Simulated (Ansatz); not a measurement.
# AlB3As4: the cost of one run

Code: Ansatz 0.2.0. PAW datasets, plane waves. No spin polarisation and no zero-point or thermal motion; the cell was built from a prototype and may be hypothetical.

## Step 1: The cell

The cell was relaxed beforehand with r2SCAN.

It is orthorhombic, Pmm2 (No. 25); a = 3.516 Å, b = 7.128 Å, c = 5.052 Å in the conventional setting, 15.82 Å³ an atom. B has 4 As at 2.12–2.14 Å; As has 3 B at 2.07–2.12 Å and 1 Al at 2.39 Å; B has 4 As at 2.07–2.13 Å; As has 4 B at 2.13–2.14 Å; Al has 4 As at 2.35–2.39 Å.

Coordinates:

```
CELL_PARAMETERS angstrom
3.51566 0.00000 0.00000
0.00000 7.12794 0.00000
0.00000 0.00000 5.05190
ATOMIC_POSITIONS crystal
B 0.00000 0.76706 0.99943
As 0.50000 0.77590 0.23282
B 0.50000 0.00000 0.49298
As 0.00000 0.00000 0.73240
B 0.00000 0.23294 0.99943
As 0.50000 0.22410 0.23282
Al 0.50000 0.50000 0.50124
As 0.00000 0.50000 0.80887
```

## Step 2: PBE band path

File input.yaml:

```yaml
crystal:
  lattice:
    - [3.5156590556, 0.0, 0.0]
    - [0.0, 7.1279379364, 0.0]
    - [0.0, 0.0, 5.0519029076]
  atoms:
    - { symbol: B, position: [0.0, 0.7670628081, -0.0005657674] }
    - { symbol: As, position: [0.5, 0.7759039119, 0.2328228273] }
    - { symbol: B, position: [0.5, 0.0, 0.492982223] }
    - { symbol: As, position: [0.0, 0.0, 0.7323988916] }
    - { symbol: B, position: [0.0, 0.2329371919, -0.0005657674] }
    - { symbol: As, position: [0.5, 0.2240960881, 0.2328228273] }
    - { symbol: Al, position: [0.5, 0.5, 0.501235627] }
    - { symbol: As, position: [0.0, 0.5, 0.8088691387] }
kpoints:
  mp_grid: { grid: [8, 4, 6] }
  band_path:
    path:
      - [[0.0, 0.0, 0.0], [0.5, 0.0, 0.0], [0.5, 0.5, 0.0], [0.0, 0.5, 0.0], [0.0, 0.0, 0.0], [0.0, 0.0, 0.5], [0.5, 0.0, 0.5], [0.5, 0.5, 0.5], [0.0, 0.5, 0.5], [0.0, 0.0, 0.5]]
      - [[0.5, 0.0, 0.0], [0.5, 0.0, 0.5]]
      - [[0.0, 0.5, 0.0], [0.0, 0.5, 0.5]]
      - [[0.5, 0.5, 0.0], [0.5, 0.5, 0.5]]
    npoints: 10
hamiltonian:
  xc: pbe
scf:
  occupations: { method: fermi_dirac, width: 0.02 }
  n_extra_bands: 6
output:
  forces: true
  stress: true
  eigenvalues: true
```

Started as:

```console
> ansatz run input.yaml --threads 4 --pin off --max-ram 6451MiB --backend cpu --events-out ev --progress --plain --runs-dir out
```

Q: Estimate wall time and peak memory on 4 threads of Arm Neoverse V2, shared host.

About 14 s, with a peak of 0.63 GiB.
